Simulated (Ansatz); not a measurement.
# Cl3FHIn: two geometries relaxed, part 1 of 2

Aim: relax the geometries before and after the reaction (ligand exchange), and see whether they are two minima and how far apart in energy. Meant to form: In1–F5, H6–Cl2; to break: In1–Cl2, H6–F5. The start is a guess near the saddle point, from which both ends are pulled out.

Program: Ansatz 0.2.0. Level of theory: RKS PBE0-D4/def2-SVP. These are calculated values, not measurements.

### 1 Starting point

Bond lengths: In1–Cl2 2.790 Å, In1–Cl3 2.440 Å, In1–Cl4 2.440 Å, In1–F5 2.200 Å. Angles: Cl2–In1–Cl3 120.0°, Cl2–In1–Cl4 120.0°, Cl2–In1–F5 71.6°, Cl3–In1–Cl4 120.0°, Cl3–In1–F5 97.0°, Cl4–In1–F5 101.2°.

As a file:

```xyz
6

In    0.0000    0.0000    0.0000
Cl    0.0000    0.0000    2.7900
Cl    2.1130    0.0000   -1.2200
Cl   -2.1130    0.0000   -1.2200
F     0.0920   -2.0857    0.6937
H     0.0675   -1.5314    1.8850
```

### 2 Pulling towards end A

Springs on the bonds that form and break draw the guess towards this end; the thresholds are loose.

The input, input.yaml:

```yaml
crystal:
  periodic: [false, false, false]
  atoms:
    - { symbol: In, position_ang: [0.0, 0.0, 0.0] }
    - { symbol: Cl, position_ang: [0.0, 0.0, 2.79] }
    - { symbol: Cl, position_ang: [2.113, 0.0, -1.22] }
    - { symbol: Cl, position_ang: [-2.113, 0.0, -1.22] }
    - { symbol: F, position_ang: [0.092, -2.0857, 0.6937] }
    - { symbol: H, position_ang: [0.0675, -1.5314, 1.885] }
basis:
  gaussian: { orbitals: def2-SVP }
hamiltonian:
  xc: pbe0
  dispersion: d4
relax:
  f_tol: 0.15
  max_steps: 25
  restrain:
    - { distance: [0, 4], at: 3.1, k: 30.0 }
    - { distance: [5, 1], at: 2.57, k: 30.0 }
    - { distance: [0, 1], at: 2.44, k: 30.0 }
    - { distance: [5, 4], at: 0.92, k: 30.0 }
```

Launch:

```sh
$ ansatz run input.yaml --threads 2 --pin off --max-ram 3072MiB --backend cpu --events-out ev --progress --plain --runs-dir out
```

Standard output, shortened:

```text
Warning: RAYON_NUM_THREADS=2 ignored (pool sized by the plan → 2); use --threads N
[...]
Functional definition: PBE0
[...]
1071 factors; integrals over basis functions are off by at most 2.5e-4 eV
[...]
mean field -45449.14032484 eV, -1670.2251004040 hartree, gradient 5.7e-5 eV, S^2 0.000000; 0 other end points of the search recorded, 0 dependent functions left out
[...]
reference -45449.14036033 eV, -1670.2251017082 hartree; 41, 41 occupied and 58, 58 virtual orbitals, 1071 factors
relax step   1: F+E_penalty+E_count = -45449.29161050 eV  Δ(F+E_penalty+E_count) = +0.000e0 eV  max|allowed force component| = 2.717e0 eV/Å  E_restraint = 25.67816720 eV  max|allowed force component, restraints' pulls added| = 2.553e1 eV/Å  Δτ_max = 0.0000 Å  (28 SCF iters, accepted)
[...]
relax step   7: F+E_penalty+E_count = -45450.47042892 eV  Δ(F+E_penalty+E_count) = +1.270e-3 eV  max|allowed force component| = 9.272e-1 eV/Å  E_restraint = 0.01518705 eV  max|allowed force component, restraints' pulls added| = 6.190e-1 eV/Å  Δτ_max = 0.0302 Å  (29 SCF iters, rejected [...]
relax step   8: F+E_penalty+E_count = -45450.47344066 eV  Δ(F+E_penalty+E_count) = -1.742e-3 eV  max|allowed force component| = 8.915e-1 eV/Å  E_restraint = 0.01354222 eV  max|allowed force component, restraints' pulls added| = 5.335e-2 eV/Å  Δτ_max = 0.0147 Å  (30 SCF iters, accepted)
  distance In 0 - F 4 = 3.0877 Å
  distance H 5 - Cl 1 = 2.5679 Å
  distance In 0 - Cl 1 = 2.4133 Å
  distance H 5 - F 4 = 0.9260 Å
1071 factors; integrals over basis functions are off by at most 1.0e-3 eV
mean field -45450.31950024 eV, -1670.2684343008 hartree, gradient 5.4e-6 eV, S^2 0.000000; 1 other end points of the search recorded, 0 dependent functions left out
[...]
reference -45450.31953564 eV, -1670.2684356017 hartree; 41, 41 occupied and 58, 58 virtual orbitals, 1071 factors
Total energy: -45450.47347606 eV, -1670.2740928080 hartree
Atom 0 at    -0.003505     0.231914    -0.065716 Å, force     0.019827    -0.303792     0.891496 eV/Å
Atom 1 at     0.001176     0.353669     2.344541 Å, force     0.002389    -0.156518    -0.811255 eV/Å
Atom 2 at     2.019111     0.323631    -1.188643 Å, force     0.013329    -0.006110     0.021235 eV/Å
Atom 3 at    -2.031846     0.274316    -1.180790 Å, force    -0.016653    -0.010913     0.021580 eV/Å
Atom 4 at     0.088995    -2.624010     1.104301 Å, force    -0.014084     0.305979    -0.310058 eV/Å
Atom 5 at     0.085569    -2.176620     1.915006 Å, force    -0.004809     0.171354     0.187003 eV/Å
Dipole moment:    -0.001166     0.065698     0.178405 e Å
```

Run time: 26 s. Hardware: 2 threads of Arm Neoverse V1, shared host; peak memory 0.24 GiB.

Step by step:

```csv
step,energy from step 1 (eV),largest force component (eV/Å)
1,0.0000,2.7174
2,-0.2963,3.3999
3,-0.6665,2.1451
4,-0.9321,2.0356
5,-1.0984,0.8750
6,-1.1801,0.9194
7x,-1.1788,0.9272
8,-1.1818,0.8915
```

Step 1 is the start. 1 step was tried and not accepted (marked x). Energies and forces in the table leave out the springs, which the log lists apart; the run stops on the force with the springs' pull added.

After: Bond lengths: In1–Cl2 2.413 Å, In1–Cl3 2.315 Å, In1–Cl4 2.315 Å, F5–H6 0.926 Å. Angles: Cl2–In1–Cl3 118.7°, Cl2–In1–Cl4 118.8°, Cl3–In1–Cl4 122.1°.

Pairs that crossed the distance rule for bonds on the way: came closer F5–H6; moved apart In1–F5.

### 3 End point A

It starts where the restrained run ended.

The input, input.yaml:

```yaml
crystal:
  periodic: [false, false, false]
  atoms:
    - { symbol: In, position_ang: [-0.003505, 0.231914, -0.065716] }
    - { symbol: Cl, position_ang: [0.001176, 0.353669, 2.344541] }
    - { symbol: Cl, position_ang: [2.019111, 0.323631, -1.188643] }
    - { symbol: Cl, position_ang: [-2.031846, 0.274316, -1.18079] }
    - { symbol: F, position_ang: [0.088995, -2.62401, 1.104301] }
    - { symbol: H, position_ang: [0.085569, -2.17662, 1.915006] }
basis:
  gaussian: { orbitals: def2-SVP }
hamiltonian:
  xc: pbe0
  dispersion: d4
relax:
  f_tol: 0.03
  max_steps: 50
```

Launch:

```sh
$ ansatz run input.yaml --threads 2 --pin off --max-ram 3072MiB --backend cpu --events-out ev --progress --plain --runs-dir out
```

Standard output, shortened:

```text
Warning: RAYON_NUM_THREADS=2 ignored (pool sized by the plan → 2); use --threads N
[...]
Functional definition: PBE0
[...]
1066 factors; integrals over basis functions are off by at most 3.2e-4 eV
[...]
mean field -45450.31949340 eV, -1670.2684340495 hartree, gradient 7.9e-5 eV, S^2 0.000000; 0 other end points of the search recorded, 0 dependent functions left out
[...]
reference -45450.31952874 eV, -1670.2684353481 hartree; 41, 41 occupied and 58, 58 virtual orbitals, 1066 factors
relax step   1: F+E_penalty+E_count = -45450.47343384 eV  Δ(F+E_penalty+E_count) = +0.000e0 eV  max|allowed force component| = 8.918e-1 eV/Å  Δτ_max = 0.0000 Å  (24 SCF iters, accepted)
[...]
relax step   7: F+E_penalty+E_count = -45450.79284630 eV  Δ(F+E_penalty+E_count) = -2.881e-4 eV  max|allowed force component| = 5.622e-2 eV/Å  Δτ_max = 0.0231 Å  (31 SCF iters, accepted)
[...]
1066 factors; integrals over basis functions are off by at most 3.2e-4 eV
mean field -45450.63160829 eV, -1670.2799040601 hartree, gradient 5.6e-6 eV, S^2 0.000000; 1 other end points of the search recorded, 0 dependent functions left out
[...]
reference -45450.63164433 eV, -1670.2799053844 hartree; 41, 41 occupied and 58, 58 virtual orbitals, 1066 factors
Total energy: -45450.79350303 eV, -1670.2858535821 hartree
Atom 0 at     0.012498    -0.015996     0.030059 Å, force    -0.000680     0.000757     0.005127 eV/Å
Atom 1 at     0.019056     0.219177     2.399256 Å, force     0.000194    -0.002286    -0.004297 eV/Å
Atom 2 at     2.045808     0.183945    -1.067614 Å, force    -0.000445    -0.000352    -0.000600 eV/Å
Atom 3 at    -2.037695     0.097983    -1.048316 Å, force     0.000450     0.000314    -0.000701 eV/Å
Atom 4 at     0.060943    -2.221713     0.864808 Å, force     0.001224    -0.001875    -0.003158 eV/Å
Atom 5 at     0.058890    -1.880497     1.750507 Å, force    -0.000744     0.003443     0.003628 eV/Å
Dipole moment:     0.005286    -0.188526     0.246827 e Å
```

It took 27 s on 2 threads of Arm Neoverse V1, shared host; peak memory 0.24 GiB.

Relaxation path:

```csv
step,energy from step 1 (eV),largest force component (eV/Å)
1,0.0000,0.8918
2,-0.1398,0.6270
3,-0.2773,0.5210
4x,-0.2687,0.7121
5,-0.3149,0.0991
6,-0.3191,0.0806
7,-0.3194,0.0562
8,-0.3200,0.0051
```

Step 1 is the start. 1 step was tried and not accepted (marked x).

After: Bond lengths: In1–Cl2 2.381 Å, In1–Cl3 2.319 Å, In1–Cl4 2.319 Å, In1–F5 2.359 Å, F5–H6 0.949 Å. Angles: Cl2–In1–Cl3 117.4°, Cl2–In1–Cl4 117.4°, Cl2–In1–F5 74.9°, Cl3–In1–Cl4 123.4°, Cl3–In1–F5 103.3°, Cl4–In1–F5 103.2°, In1–F5–H6 89.7°.

Pairs that crossed the distance rule for bonds on the way: came closer In1–F5.

(Continued in part 2 of 2.)
